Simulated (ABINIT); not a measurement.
# P (Cmce) in ABINIT: notebook

Aim: see how the results for P move with the level of theory and the settings. Levels: LDA, PBEsol. Tasks: optical spectrum, positron lifetime, phonons at a zone-boundary q.

Program: ABINIT 10.8.3 (patched build). These are calculated values, not measurements. Logs are shortened: lines on timing, memory, paths and dates and some standing lists are left out, and cuts for length are marked. The log counts tension as positive stress, the text compression.

### 1 Starting point

The structure is orthorhombic, space group Cmce (No. 64). Conventional cell: a = 3.295 Å, b = 10.930 Å, c = 4.544 Å, α = 90.00°, β = 90.00°, γ = 90.00°. P (site symmetry m) has 3 P at 2.20 to 2.25 Å as nearest neighbours.

### 2 Optical spectrum, LDA

run.abi reads:

```
# Datasets
ndtset 3

# Pseudopotentials
pp_dirpath "./"
pseudos "P.upf"

# Structure
acell 3*1.0 Angstrom
rprim
     1.6477431241    -5.4650377251     0.0000000000
     1.6477431241     5.4650377251     0.0000000000
     0.0000000000     0.0000000000     4.5436355900
ntypat 1
znucl 15
natom 4
typat 1 1 1 1
chkprim 0
chksymtnons 0
tolsym 1.0e-6
xred
   0.9041431300   0.0958568700   0.5888151700
   0.0958568700   0.9041431300   0.4111848300
   0.5958568700   0.4041431300   0.0888151700
   0.4041431300   0.5958568700   0.9111848300

# Plane-wave basis
ecut 18.0

# k points
ngkpt 8 8 8
nshiftk 1
shiftk 0.0 0.0 0.0
istwfk *1

# Exchange and correlation
ixc 7

# Bands and occupations
occopt 3
tsmear 0.00183747

# SCF cycle
nstep 80

# Output
iomode 3
prteig 0
prtebands 0

# Dataset 1: ground state
nband1 14
tolvrs1 1.0e-12
prtden1 1
prtwf1 0
kptopt1 1

# Dataset 2: empty bands at fixed density
iscf2 -3
getden2 1
nband2 26
nbdbuf2 4
tolwfr2 1.0e-12
nstep2 120
prtden2 0
kptopt2 1

# Dataset 3: wave functions and velocity matrix elements in the full zone
optdriver3 8
wfk_task3 "wfk_optics_fullbz"
getwfk3 2
nband3 22
kptopt3 1
prtevk3 1
inclvkb3 2
```

optic.abi reads:

```
&FILES
 ddkfile_1 = 'runo_DS3_1_EVK.nc',
 ddkfile_2 = 'runo_DS3_2_EVK.nc',
 ddkfile_3 = 'runo_DS3_3_EVK.nc',
 wfkfile = 'runo_DS3_WFK.nc'
/
&PARAMETERS
 broadening = 0.007350,
 domega = 0.002,
 maxomega = 0.8,
 scissor = 0.000000,
 tolerance = 0.002
/
&COMPUTATIONS
 num_lin_comp = 3,
 lin_comp = 11,22,33,
 num_nonlin_comp = 0
/
```

Potentials or basis: PseudoDojo NC SR LDA v0.4.1 standard.

The run is started by

```console
$ abinit run.abi > log 2>&1
$ optic optic.abi > optic.log 2>&1
```

run.abo:

```text
.Version 10.8.3 of ABINIT
 DATASET    1 : space group Cm c a (# 64); Bravais oC (1-face-center ortho.)
================================================================================
 Values of the parameters that define the memory need for DATASET  1.
     intxc =       0    ionmov =       0      iscf =       7    lmnmax =       6
     lnmax =       6     mgfft =      45  mpssoang =       3    mqgrid =    3001
     natom =       4  nloc_mem =       1    nspden =       1   nspinor =       1
    nsppol =       1      nsym =       8    n1xccc =    2501    ntypat =       1
    occopt =       3   xclevel =       1
       mpw =        2029          nfft =       72900          nkpt =         105
================================================================================
================================================================================
[... 13 lines left out ...]
 DATASET    3 : space group Cm c a (# 64); Bravais oC (1-face-center ortho.)
================================================================================
 Values of the parameters that define the memory need for DATASET  3.
     intxc =       0    ionmov =       0      iscf =       7    lmnmax =       6
     lnmax =       6     mgfft =      45  mpssoang =       3    mqgrid =    3001
     natom =       4  nloc_mem =       1    nspden =       1   nspinor =       1
    nsppol =       1      nsym =       8    n1xccc =    2501    ntypat =       1
    occopt =       3   xclevel =       1
       mpw =        2029          nfft =       72900          nkpt =         105
================================================================================
================================================================================

--------------------------------------------------------------------------------
------------- Echo of variables that govern the present computation ------------
--------------------------------------------------------------------------------
 -outvars: echo values of preprocessed input variables --------
            acell      1.8897261259E+00  1.8897261259E+00  1.8897261259E+00 Bohr
              amu      3.09737620E+01
          chkprim           0
      chksymtnons           0
             ecut      1.80000000E+01 Hartree
           getden1          0
           getden2          1
           getden3          0
           getwfk1          0
           getwfk2          0
           getwfk3          2
             iscf1          7
             iscf2         -3
             iscf3          7
                       outvar_i_n : Printing only first  50 k-points.
              ixc           7
           jdtset        1    2    3
                       outvar_i_n : Printing only first  50 k-points.
         kptrlatt        8    0    0      0    8    0      0    0    8
          kptrlen      4.98205317E+01
            natom           4
            nband1         14
            nband2         26
            nband3         22
           nbdbuf1          0
           nbdbuf2          4
           nbdbuf3          0
           ndtset           3
            ngfft          45      45      36
             nkpt         105
            nstep1         80
            nstep2        120
            nstep3         80
             nsym           8
           ntypat           1
                       prtocc : prtvol=0, do not print more k-points.
                       prtocc : prtvol=0, do not print more k-points.
                       prtocc : prtvol=0, do not print more k-points.
           occopt           3
        optdriver1          0
        optdriver2          0
        optdriver3          8
           prtden1          1
           prtden2          0
           prtden3          1
        prtebands           0
           prteig           0
           prtevk1          0
           prtevk2          0
           prtevk3          1
            prtwf1          0
            prtwf2          1
            prtwf3          1
            rprim      1.6477431241E+00 -5.4650377251E+00  0.0000000000E+00
                       1.6477431241E+00  5.4650377251E+00  0.0000000000E+00
                       0.0000000000E+00  0.0000000000E+00  4.5436355900E+00
          spgroup          64
           tolsym      1.00000000E-06
           tolvrs1     1.00000000E-12
           tolvrs2     0.00000000E+00
           tolvrs3     0.00000000E+00
           tolwfr1     0.00000000E+00
           tolwfr2     1.00000000E-12
           tolwfr3     0.00000000E+00
           tsmear      1.83747000E-03 Hartree
[... 253 lines left out ...]
lattice_vectors:
- [  3.1137832, -10.3274246,   0.0000000, ]
- [  3.1137832,  10.3274246,   0.0000000, ]
- [  0.0000000,   0.0000000,   8.5862269, ]
lattice_lengths: [  10.78663,   10.78663,    8.58623, ]
lattice_angles: [ 90.000,  90.000, 146.443, ] # degrees, (23, 13, 12)
lattice_volume:   5.5222080E+02
convergence: {deltae:  0.000E+00, res2:  0.000E+00, residm:  9.993E-13, diffor:  0.000E+00, }
etotal    :  -2.78130829E+01
entropy   :   0.00000000E+00
fermie    :   1.93820493E-01
cartesian_stress_tensor: null
pressure_GPa: null
xred      :
- [  9.0414E-01,   9.5857E-02,   5.8882E-01,  P]
- [  9.5857E-02,   9.0414E-01,   4.1118E-01,  P]
- [  5.9586E-01,   4.0414E-01,   8.8815E-02,  P]
- [  4.0414E-01,   5.9586E-01,   9.1118E-01,  P]
cartesian_forces: null
force_length_stats: {min: null, max: null, mean: null, }
...

 Integrated electronic density in atomic spheres:
 ------------------------------------------------
 Atom  Sphere_radius  Integrated_density
    1        2.00000          2.77870491
    2        2.00000          2.77870491
    3        2.00000          2.77211609
    4        2.00000          2.77211609
================================================================================

 ----iterations are completed or convergence reached----

 Mean square residual over all n,k,spin=   49.053E-14; max=  99.930E-14
 reduced coordinates (array xred) for    4 atoms
       0.904143130000      0.095856870000      0.588815170000
       0.095856870000      0.904143130000      0.411184830000
       0.595856870000      0.404143130000      0.088815170000
       0.404143130000      0.595856870000      0.911184830000

 cartesian coordinates (angstrom) at end:
    1      1.64774312410000    -4.41731490357999     2.67536156234390
    2      1.64774312410000     4.41731490357999     1.86827402765610
    3      1.64774312410000    -1.04772282152001     0.40354376734390
    4      1.64774312410000     1.04772282152001     4.14009182265610
 length scales=  1.889726125908  1.889726125908  1.889726125908 bohr
              =  1.000000000000  1.000000000000  1.000000000000 angstroms
 Eigenvalues (hartree) for nkpt= 105  k points:
 kpt#   1, nband= 26, wtk=  0.00195, kpt=  0.0000  0.0000  0.0000 (reduced coord)
  -0.38827   -0.28705   -0.16687   -0.05704    0.01189    0.01221    0.04296    0.08877
   0.09779    0.14819    0.21118    0.22676    0.25905    0.29486    0.38860    0.41774
   0.44076    0.46138    0.46975    0.48895    0.49570    0.50310    0.51390    0.57347
   0.61036    0.62342
      occupation numbers for kpt#   1
   2.00000    2.00000    2.00000    2.00000    2.00000    2.00000    2.00000    2.00000
   2.00000    2.00000    0.00016    0.00000    0.00000    0.00000    0.00000    0.00000
   0.00000    0.00000    0.00000    0.00000    0.00000    0.00000    0.00000    0.00000
   0.00000    0.00000
 prteigrs : prtvol=0 or 1, do not print more k-points.

--- !EnergyTerms
iteration_state     : {dtset: 2, }
comment             : Components of total free energy in Hartree
kinetic             :  1.00651899357830E+01
hartree             :  3.65056208697069E+00
xc                  : -8.17208049051297E+00
Ewald energy        : -2.47391988684535E+01
psp_core            :  1.01866972999651E+00
local_psp           : -1.38994347185289E+01
non_local_psp       :  4.26323046521937E+00
internal            : -2.78130618595257E+01
'-kT*entropy'       : -2.11698963495900E-05
total_energy        : -2.78130830294221E+01
...

--- !EnergyTermsDC
iteration_state     : {dtset: 2, }
comment             : '"Double-counting" decomposition of free energy'
band_energy         : -1.16920714662952E+00
Ewald energy        : -2.47391988684535E+01
psp_core            :  1.01866972999651E+00
xc_dc               : -2.92332549373928E+00
internal            : -2.78130617788258E+01
'-kT*entropy'       : -2.11698963495900E-05
total_energy_dc     : -2.78130829487221E+01
...

================================================================================
== DATASET  3 ==================================================================

--- !DatasetInfo
iteration_state: {dtset: 3, }
dimensions: {natom: 4, nkpt: 105, mband: 22, nsppol: 1, nspinor: 1, nspden: 1, mpw: 2029, }
cutoff_energies: {ecut:  18.0, pawecutdg:  -1.0, }
electrons: {nelect:   2.00000000E+01, charge:   0.00000000E+00, occopt:   3.00000000E+00, tsmear:   1.83747000E-03, }
meta: {optdriver: 8, wfk_task: 7, }
...

 mkfilename : getwfk/=0, take file _WFK from output of DATASET   2.

 Exchange-correlation functional for the present dataset will be:
  LDA: Perdew-Wang 92 LSD fit to Ceperley-Alder data - ixc=7
  J.P.Perdew and Y.Wang, PRB 45, 13244 (1992)

--------------------------------------------------------------------------------

 Computation of velocity matrix elements (DDK)

 Parameters extracted from the Abinit header:
    ecut:     18.0
    nkpt:    512
    mband:   26
    nsppol:  1
    nspinor: 1
    useylm:  0
    inclvkb: 2
    bmin: 1, bmax: 26
    Computing diagonal and off-diagonal matrix elements
    Between band index bmin: 1, bmax: 26

== END DATASET(S) ==============================================================
================================================================================

 -outvars: echo values of variables after computation  --------
            acell      1.8897261259E+00  1.8897261259E+00  1.8897261259E+00 Bohr
           etotal1    -2.7813082949E+01
           etotal2    -2.7813082949E+01
           etotal3     0.0000000000E+00
            fcart1     1.0977669171E-19  9.6820654190E-04 -3.1694848071E-03
                       2.9501105391E-20 -9.6820654190E-04  3.1694848071E-03
                       2.9501105391E-20 -9.6820654190E-04 -3.1694848071E-03
                      -1.6877890250E-19  9.6820654190E-04  3.1694848071E-03
            fcart3     0.0000000000E+00  0.0000000000E+00  0.0000000000E+00
                       0.0000000000E+00  0.0000000000E+00  0.0000000000E+00
                       0.0000000000E+00  0.0000000000E+00  0.0000000000E+00
                       0.0000000000E+00  0.0000000000E+00  0.0000000000E+00
            rprim      1.6477431241E+00 -5.4650377251E+00  0.0000000000E+00
                       1.6477431241E+00  5.4650377251E+00  0.0000000000E+00
                       0.0000000000E+00  0.0000000000E+00  4.5436355900E+00
           strten1     1.0342056808E-04  5.8803074739E-05  7.6123363845E-05
                       0.0000000000E+00  0.0000000000E+00  0.0000000000E+00
           strten3     0.0000000000E+00  0.0000000000E+00  0.0000000000E+00
                       0.0000000000E+00  0.0000000000E+00  0.0000000000E+00
           xangst      1.6477431241E+00 -4.4173149036E+00  2.6753615623E+00
                       1.6477431241E+00  4.4173149036E+00  1.8682740277E+00
                       1.6477431241E+00 -1.0477228215E+00  4.0354376734E-01
                       1.6477431241E+00  1.0477228215E+00  4.1400918227E+00
             xred      9.0414313000E-01  9.5856870000E-02  5.8881517000E-01
                       9.5856870000E-02  9.0414313000E-01  4.1118483000E-01
                       5.9585687000E-01  4.0414313000E-01  8.8815170000E-02
                       4.0414313000E-01  5.9585687000E-01  9.1118483000E-01
 Calculation completed.
```

It took 5.3 min on 1 thread of Arm Neoverse V1, shared host; peak memory 0.52 GiB.

Results:

- Free energy: -756.8325 eV
- Pressure: -2.3 GPa
- Largest force: 0.170 eV/Å
- Band gap on the k mesh: 0.02 eV, direct

Forces in eV/Å, atoms in the order of the input:
```
P    0.000  0.050 -0.163
P    0.000 -0.050  0.163
P    0.000 -0.050 -0.163
P    0.000  0.050  0.163
```

Dielectric function (mean over the directions given):
```csv
energy (eV),real part,imaginary part
0.33,14.64,2.51
0.76,13.17,1.80
1.31,14.00,2.71
1.74,14.32,4.29
2.29,15.00,6.68
2.83,14.24,8.67
3.27,14.37,11.03
3.81,9.97,17.35
4.25,5.88,17.31
4.79,1.32,16.50
5.33,-3.13,11.61
5.77,-2.46,9.82
6.31,-2.85,8.41
6.75,-3.21,8.16
7.29,-3.53,7.17
7.84,-4.71,5.45
8.27,-4.35,4.12
8.82,-3.72,3.01
9.36,-3.31,2.25
9.80,-2.80,1.88
10.34,-2.45,1.42
10.78,-2.10,1.19
11.32,-1.73,1.06
11.86,-1.55,0.93
12.30,-1.38,0.76
12.84,-1.19,0.66
13.28,-1.03,0.53
13.82,-0.84,0.50
14.37,-0.73,0.42
14.80,-0.62,0.36
15.35,-0.52,0.32
15.89,-0.40,0.26
16.33,-0.34,0.22
16.87,-0.25,0.17
17.31,-0.18,0.15
17.85,-0.10,0.11
18.39,-0.02,0.09
18.83,0.04,0.08
19.38,0.10,0.06
19.92,0.16,0.06
```

Caveat: the intraband (Drude) term is left out; spectra need much finer meshes, so this one isn't converged; independent-particle spectra lack excitons. A k mesh can miss the band edges.

[end of part 1 of 3]
